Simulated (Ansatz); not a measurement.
# SBr3 in Ansatz: the effect of target pressure

Crystal: SBr3.

```
Br S
1.0
    -1.94152    1.94152    8.12064
     1.94152   -1.94152    8.12064
     1.94152    1.94152   -8.12064
Br S
3 1
Direct
  0.50000 0.50000 0.00000
  0.25000 0.75000 0.50000
  0.75000 0.25000 0.50000
  0.00000 0.00000 0.00000
```

The cell comes from a database or a generator and needn't be the stable form of this composition.

Alike in all runs:

| Quantity | Value |
| --- | --- |
| Program | Ansatz 0.2.0 |
| Task | relaxation of cell and atoms |
| Functional | r2SCAN |
| Potentials or basis | Ansatz PAW |
| Cutoff | 500 eV (not typed: the program's choice for these potentials) |
| k mesh | 10 × 10 × 10 |
| Occupations | fermi-dirac, width 0.05 eV |
| Spin | no spin polarisation |

Each run relaxes the cell or the atoms first.

```tsv
target pressure	relaxed volume (Å³/atom)
0 GPa	27.39
2 GPa	24.88
5 GPa	22.96
10 GPa	21.06
20 GPa	18.85
30 GPa	?
```

Q: What does the run with target pressure 30 GPa give?

A: Relaxed volume 17.47 Å³/atom.

Worked out: A parabola through the other rows of the relaxed volume, of slope 0.502 Å³/atom per GPa there, extrapolates to 21.69 Å³/atom, against the run's 17.47. The fit is too stiff a form for this range.

Caveats: the plane-wave basis is chosen anew once the cell has moved, so the energies of steps on either side of that aren't comparable; an odd number of electrons without spin polarisation forces a metal; a magnetic or distorted state may lie lower; the PAW data sets come from PBE, with cores solved anew for the run's functional, which leaves a small shift of forces and pressure; the volume moved by over 15 % at a fixed basis, so the end points are rough (some runs).
